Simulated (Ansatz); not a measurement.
# LiHPd: the cost of one run

Computed with the Python package of Ansatz 0.2.0. Level of theory: DFT LDA, plane waves, PAW.

### Step 1. Starting point

The structure is tetragonal, space group P4/mmm (No. 123). Conventional cell: a = 2.779 Å, b = 2.779 Å, c = 3.904 Å, α = 90.00°, β = 90.00°, γ = 90.00°. Li (site symmetry 4/mmm) has 2 H at 1.95 Å as nearest neighbours. H (site symmetry 4/mmm) has 2 Li at 1.95 Å and 4 Pd at 1.97 Å as nearest neighbours. Around Pd (site symmetry 4/mmm) lie 4 H at 1.97 Å.

No structure file is read: the coordinates are typed or built in the script.

### Step 2. The code

lihpd_eos.py

```python
# -*- coding: utf-8 -*-
'''Energy against volume for LiHPd, with a fit.'''

import ansatz as az
import numpy as np

vectors0 = np.array([
    [2.779467, 0.0, 0.0],
    [0.0, 2.779467, 0.0],
    [0.0, 0.0, 3.904315],
])
sites = [
    ('Li', (0.5, 0.5, 0.5)),
    ('H', (0.5, 0.5, 0.0)),
    ('Pd', (0.0, 0.0, 0.0)),
]


def build(cell):
    crystal = az.Crystal(lattice=az.Lattice.of(cell))
    for symbol, position in sites:
        crystal = crystal.atom(symbol, position)
    return crystal

# uniform scaling of the cell
volumes, energies = [], []
for scale in np.linspace(0.9, 1.1, 9):
    cell = vectors0 * scale ** (1 / 3)
    calculation = build(cell).calculation()
    calculation = calculation.functional('lda').basis(470)
    calculation = calculation.occupations(az.OccupationsMethod.GAUSSIAN, width=0.15)
    calculation = calculation.kpoints(10, 10, 7)
    r = calculation.run(threads=1, backend='cpu').report
    volumes.append(abs(np.linalg.det(cell)) / len(sites))
    energies.append(r['free_energy_ev'] / len(sites))
    print(f'V = {volumes[-1]:8.4f} A^3/atom  F = {energies[-1]:.5f} eV/atom')

# third-order Birch-Murnaghan: a cubic in V^(-2/3)
x = np.array(volumes) ** (-2 / 3)
poly = np.polynomial.Polynomial.fit(x, energies, 3).convert()
roots = poly.deriv().roots()
x0 = min((r.real for r in roots if abs(r.imag) < 1e-9 and poly.deriv(2)(r.real) > 0), key=lambda r: abs(r - x.mean()))
v0 = x0 ** -1.5
b0 = 4 / 9 * poly.deriv(2)(x0) * v0 ** (-7 / 3) * 160.21766
b1 = 4 + 2 / 3 * x0 * poly.deriv(3)(x0) / poly.deriv(2)(x0)
print(f'V0 = {v0:.4f} A^3/atom, B0 = {b0:.1f} GPa, dB/dP = {b1:.2f}')
```

### Step 3. The calls as engine input

The engine receives this input (first run):

```yaml
crystal:
  lattice:
    - [2.683545883361656, 0.0, 0.0]
    - [0.0, 2.683545883361656, 0.0]
    - [0.0, 0.0, 3.7695746866565294]
  atoms:
    - { symbol: Li, position: [0.5, 0.5, 0.5] }
    - { symbol: H, position: [0.5, 0.5, 0.0] }
    - { symbol: Pd, position: [0.0, 0.0, 0.0] }
basis:
  ecutwfc: 470.0
kpoints:
  mp_grid:
    grid: [10, 10, 7]
hamiltonian:
  xc: lda
scf:
  occupations:
    method: gaussian
    width: 0.15
```

### Step 4. Running it

Run with:

```
> python lihpd_eos.py
```

What time and memory should one allow on 1 thread of Arm Neoverse V2, shared host?

About 12 s, with a peak of 0.38 GiB.
